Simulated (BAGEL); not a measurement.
# UHF/3-21G (density fitting with qzvpp-jkfit) run of C2H2BN (SMILES B[C]C#N)

What is the energy change on altering one bond length of C2H2BN at UHF/3-21G (density fitting with qzvpp-jkfit)? 

The calculation is run with BAGEL 1.2.2.

2 further runs of the same task are left out: 1 that didn't finish, 1 set aside as unsound or not needed.

### Step 1. The structure to begin with

C2H2BN: 6 atoms, total charge 0, spin state triplet. As SMILES, `B[C]C#N`. The coordinates come from a GFN2-xTB relaxation.

Bond lengths: B1–C2 1.467 Å, C2–C3 1.297 Å, C3–N4 1.187 Å, B1–H5 1.172 Å, B1–H6 1.173 Å. Angles: B1–C2–C3 179.7°, C2–C3–N4 179.9°, C2–B1–H5 120.4°, C2–B1–H6 120.3°, H5–B1–H6 119.3°.

### Step 2. The energy at UHF/3-21G (density fitting with qzvpp-jkfit)

Contents of input.json:

```json
{ "bagel": [

{
  "title": "molecule",
  "basis": "3-21g",
  "df_basis": "qzvpp-jkfit",
  "angstrom": true,
  "geometry": [
    { "atom": "B", "xyz": [      -0.573930,       0.997560,      -0.188130 ] },
    { "atom": "C", "xyz": [       0.149480,      -0.256980,       0.044000 ] },
    { "atom": "C", "xyz": [       0.788000,      -1.365760,       0.256030 ] },
    { "atom": "N", "xyz": [       1.370220,      -2.382130,       0.449290 ] },
    { "atom": "H", "xyz": [      -0.992760,       1.252310,      -1.252840 ] },
    { "atom": "H", "xyz": [      -0.741000,       1.755000,       0.691650 ] }
  ]
},

{ "title": "uhf", "nopen": 2 },

{ "title": "print", "file": "orbitals.molden", "orbitals": true }

]}
```

Launch:

```bash
$ BAGEL_NUM_THREADS=1 BAGEL input.json > input.out
```

The log of the run:

```text
* using 1 threads per process

  ===============================================================
  ===============================================================

  *** Geometry ***

  { "atom" : "B", "xyz" : [     -1.084571,      1.885115,     -0.355514 ] },
  { "atom" : "C", "xyz" : [      0.282476,     -0.485622,      0.083148 ] },
  { "atom" : "C", "xyz" : [      1.489104,     -2.580912,      0.483827 ] },
  { "atom" : "N", "xyz" : [      2.589341,     -4.501573,      0.849035 ] },
  { "atom" : "H", "xyz" : [     -1.876045,      2.366523,     -2.367524 ] },
  { "atom" : "H", "xyz" : [     -1.400287,      3.316469,      1.307029 ] },

  Number of auxiliary basis functions:      338

  Since a DF basis is specified, we compute 2- and 3-index integrals:
    o Being stored without compression. Storage requirement is 0.004 GB

  Number of basis functions:       40
  Number of electrons      :       26

    * METHOD: MOLECULE                             0.05

  *** Open-shell HF ***

  === Nuclear Repulsion ===
    74.5604095496

      * DIIS with orbital gradients will be used.

  === UHF iteration (3-21g) ===
      0       -154.91645757          0.04937524           0.01
      1       -154.98517139          0.04528202           0.02
      2       -155.00753799          0.04309708           0.02
      3       -155.06905943          0.00266035           0.02
      4       -155.07637463          0.00158476           0.01
      5       -155.07939657          0.00122071           0.01
      6       -155.08243717          0.00085916           0.02
      7       -155.08367342          0.00027591           0.02
      8       -155.08370214          0.00011971           0.02
      9       -155.08370953          0.00003704           0.02
     10       -155.08371014          0.00001186           0.02
     11       -155.08371015          0.00000528           0.02
     12       -155.08371016          0.00000223           0.02
     13       -155.08371017          0.00000108           0.02
     14       -155.08371017          0.00000044           0.02
     15       -155.08371017          0.00000020           0.02
     16       -155.08371017          0.00000006           0.02
     17       -155.08371017          0.00000003           0.01
     18       -155.08371017          0.00000002           0.02
     19       -155.08371017          0.00000001           0.02
    * SCF iteration converged.

    * S^2 (UHF) is 2.3428

    * Permanent dipole moment:
           (    0.434534,    -0.758186,     0.144214) a.u.

    * METHOD: UHF                                  0.37

    * METHOD: PRINT                                0.00

  ===============================================================
```

Wall time 0.64 s (1 thread of AMD EPYC 9R45 (Zen 5), shared host).

### Step 3. The distorted shape

Contents of input.json:

```json
{ "bagel": [

{
  "title": "molecule",
  "basis": "3-21g",
  "df_basis": "qzvpp-jkfit",
  "angstrom": true,
  "geometry": [
    { "atom": "B", "xyz": [   -0.238852,    0.793751,    0.663674 ] },
    { "atom": "C", "xyz": [    0.484558,   -0.460789,    0.895804 ] },
    { "atom": "C", "xyz": [    1.123078,   -1.569569,    1.107834 ] },
    { "atom": "N", "xyz": [    1.705298,   -2.585939,    1.301094 ] },
    { "atom": "H", "xyz": [   -0.992760,    1.252310,   -1.252840 ] },
    { "atom": "H", "xyz": [   -0.405922,    1.551191,    1.543454 ] }
  ]
},
{ "title": "uhf", "nopen": 2 },
{ "title": "print", "file": "orbitals.molden", "orbitals": true }

]}
```

Launch:

```bash
$ BAGEL_NUM_THREADS=1 BAGEL input.json > input.out
```

The log of the run:

```text
* using 1 threads per process

  ===============================================================
  ===============================================================

  *** Geometry ***

  { "atom" : "B", "xyz" : [     -0.451365,      1.499972,      1.254162 ] },
  { "atom" : "C", "xyz" : [      0.915682,     -0.870765,      1.692824 ] },
  { "atom" : "C", "xyz" : [      2.122310,     -2.966056,      2.093503 ] },
  { "atom" : "N", "xyz" : [      3.222546,     -4.886716,      2.458711 ] },
  { "atom" : "H", "xyz" : [     -1.876045,      2.366523,     -2.367524 ] },
  { "atom" : "H", "xyz" : [     -0.767081,      2.931326,      2.916705 ] },

  Number of auxiliary basis functions:      338

  Since a DF basis is specified, we compute 2- and 3-index integrals:
    o Being stored without compression. Storage requirement is 0.004 GB

  Number of basis functions:       40
  Number of electrons      :       26

    * METHOD: MOLECULE                             0.05

  *** Open-shell HF ***

  === Nuclear Repulsion ===
    72.8547325388

      * DIIS with orbital gradients will be used.

  === UHF iteration (3-21g) ===
      0       -154.76854596          0.05200862           0.02
      1       -154.84629679          0.04940742           0.02
      2       -154.87262608          0.04935279           0.01
      3       -154.95401768          0.00322962           0.01
      4       -154.96562617          0.00184826           0.01
      5       -154.97276792          0.00141620           0.01
      6       -154.97905994          0.00109119           0.02
      7       -154.98264705          0.00049619           0.01
      8       -154.98305521          0.00017352           0.01
      9       -154.98308762          0.00006959           0.02
     10       -154.98309048          0.00003289           0.01
     11       -154.98309211          0.00001867           0.01
     12       -154.98309268          0.00000970           0.01
     13       -154.98309286          0.00000449           0.01
     14       -154.98309288          0.00000227           0.02
     15       -154.98309289          0.00000111           0.01
     16       -154.98309289          0.00000058           0.01
     17       -154.98309289          0.00000032           0.01
     18       -154.98309289          0.00000020           0.01
     19       -154.98309289          0.00000013           0.01
     20       -154.98309289          0.00000008           0.01
     21       -154.98309289          0.00000005           0.02
     22       -154.98309289          0.00000003           0.01
     23       -154.98309289          0.00000002           0.01
     24       -154.98309289          0.00000001           0.01
     25       -154.98309289          0.00000001           0.01
    * SCF iteration converged.

    * S^2 (UHF) is 2.7760

    * Permanent dipole moment:
           (    0.356493,    -0.716717,    -0.068764) a.u.

    * METHOD: UHF                                  0.41

    * METHOD: PRINT                                0.00

  ===============================================================
```

Run time: 0.66 s. Hardware: 1 thread of AMD EPYC 9R45 (Zen 5), shared host.

### Step 4. Results

Level: UHF/3-21G (density fitting with qzvpp-jkfit).

```
                                                         quantity          value
                                        first shape: total energy  -155.08371 Eh
                                       first shape: dipole moment         2.25 D
                                                first shape: ⟨S²⟩          2.343
                                    distorted shape: total energy  -154.98309 Eh
                                   distorted shape: dipole moment         2.04 D
                                            distorted shape: ⟨S²⟩          2.776
energy change with the B1–H5 bond stretched from 1.172 to 2.110 Å       2.738 eV
```

What this shows: With the B1–H5 bond stretched from 1.172 to 2.110 Å the energy rises by 2.74 eV (264 kJ/mol). The first shape isn't relaxed at this level, so the change isn't measured from a minimum. ⟨S²⟩ (first shape) is 2.34 where a pure triplet has 2.00: the reference is spin-contaminated. ⟨S²⟩ (distorted shape) is 2.78 where a pure triplet has 2.00: the reference is spin-contaminated.
